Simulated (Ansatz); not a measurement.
**F4H2SSi (built from SMILES F[Si](F)(F)F.S): search for a transition state**

Aim: find the saddle point of a four-centre ligand exchange that is to form Si1–S7, F2–H6 and break Si1–F2, H6–S7, prove it by its vibrations, and relax downhill on both sides to see what it joins.

The runs use Ansatz 0.2.0, Gaussian basis; PBE0-D4, def2-SVP first, then def2-TZVP.

152 further runs of the same task are left out: 152 set aside as unsound or not needed.

## 1. The starting structure

The guess: 8 atoms, charge 0, spin multiplicity 1.

Atoms are counted from 1 here; the program's logs count them from 0.

Bond lengths: Si1–F3 1.592 Å, Si1–F4 1.574 Å, Si1–F5 1.578 Å, Si1–S7 2.226 Å, H6–S7 1.629 Å, S7–H8 1.332 Å. Angles: F3–Si1–F4 100.8°, F3–Si1–F5 100.0°, F3–Si1–S7 101.7°, F4–Si1–F5 121.9°, F4–Si1–S7 114.2°, F5–Si1–S7 113.6°, Si1–S7–H6 71.7°, Si1–S7–H8 94.7°, H6–S7–H8 93.2°.

Coordinates:

```xyz
8
charge 0, multiplicity 1
Si   -0.40400    0.25160   -0.61110
F    -0.44620   -1.54740    0.60180
F    -0.27960    1.63270   -1.39350
F    -1.96550    0.14420   -0.44800
F     0.39880   -0.69110   -1.58990
H     0.14140   -0.83240    1.35350
S     0.68130    0.70240    1.27900
H     1.87370    0.34010    0.80820
```

Distances that are to change: Si1–S7 2.23 Å, F2–H6 1.19 Å, Si1–F2 2.17 Å, H6–S7 1.63 Å.

## 2. Constrained relaxation of the guess

hold/in.yaml reads:

```yaml
crystal:
  periodic: [false, false, false]
  atoms:
    - {symbol: Si, position_ang: [-0.404000, 0.251600, -0.611100]}
    - {symbol: F, position_ang: [-0.446200, -1.547400, 0.601800]}
    - {symbol: F, position_ang: [-0.279600, 1.632700, -1.393500]}
    - {symbol: F, position_ang: [-1.965500, 0.144200, -0.448000]}
    - {symbol: F, position_ang: [0.398800, -0.691100, -1.589900]}
    - {symbol: H, position_ang: [0.141400, -0.832400, 1.353500]}
    - {symbol: S, position_ang: [0.681300, 0.702400, 1.279000]}
    - {symbol: H, position_ang: [1.873700, 0.340100, 0.808200]}
basis:
  gaussian: {orbitals: def2-SVP}
hamiltonian: {xc: pbe0, dispersion: d4}
relax: {f_tol: 0.04, max_steps: 150, escape_saddle: false, constraints: [{distance: [0, 6]}, {distance: [1, 5]}, {distance: [0, 1]}, {distance: [5, 6]}]}
```

Launch:

```console
$ ansatz run in.yaml --threads 8 --pin off --events-out ev --progress --plain --max-ram 19148MiB
```

The runs that follow: Force constants to start from; Saddle search in the small basis; Saddle search in triple zeta; Checking the order of the point; Relaxing after a step of 0.30 Å one way along the mode; Relaxing after a step of 0.30 Å the other way along the mode.

Before running it: what results should come out? Wanted: imaginary mode; barrier from the start side; barrier from the end side; energy of the step; pairs that change; zero-point energy at the saddle.

The runs gave:

```
                       quantity                                                     value
                 imaginary mode                                                 824i cm⁻¹
    barrier from the start side                                              169.0 kJ/mol
      barrier from the end side                                               89.4 kJ/mol
             energy of the step                                              +79.6 kJ/mol
              pairs that change  Si1–S7 formed, F2–H6 formed, Si1–F2 broken, H6–S7 broken
zero-point energy at the saddle                                                  0.762 eV
```

One imaginary mode, 824i cm⁻¹, makes this a first-order saddle. The two relaxations end on the structures that were planned. At PBE0-D4/def2-TZVP the electronic barrier is 169.0 kJ/mol, about 68 kT at 298 K, and the step runs 79.6 kJ/mol uphill. A step off the saddle overshot and began above it in energy, so the link to its end is likely but not proven. The ends are the nearest minima, not always the lowest complexes.
